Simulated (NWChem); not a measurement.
**Tetragonal strain in SiC (zincblende structure): splitting of valleys and valence bands**

The numbers come from NWChem runs, not from measurements. Level: PBE, Troullier-Martins pseudopotentials (valence charges C 4, Si 4), cutoff 35 Ha, shifted 4×4×4 mesh, two-atom cell, no spin-orbit coupling. The cubic cell (a = 4.376 Å, near this level's equilibrium) is stretched by 1 + δ along x and y and by (1 + δ)^−2 along z, at constant volume; symmetry keeps the atoms on their sites. The table gives the lowest empty level on the line to X along z less that along x, and the single valence level at Γ less the pair from which it splits.

```csv
δ,ε_zz − ε_xx,valley splitting (eV),valence splitting (eV)
-0.020,0.0612,0.548,-0.454
-0.010,0.0303,0.272,-0.215
-0.005,0.0151,0.136,-0.104
0.005,-0.0149,?,?
0.010,-0.0297,-0.269,0.193
0.020,-0.0588,-0.533,0.367
```

**Question.** The valley splitting goes as Ξᵤ(ε_zz − ε_xx) and, without spin-orbit coupling, the valence splitting as 3b(ε_zz − ε_xx). Fit both through zero and predict the withheld row.

**Answer.** Ξᵤ ≈ 9.0 eV and 3b ≈ -6.8 eV, so b ≈ -2.3 eV; the rows leave the lines by up to 0.036 eV. Predicted against computed: valley -0.134 against -0.135 eV, valence 0.102 against 0.098 eV.
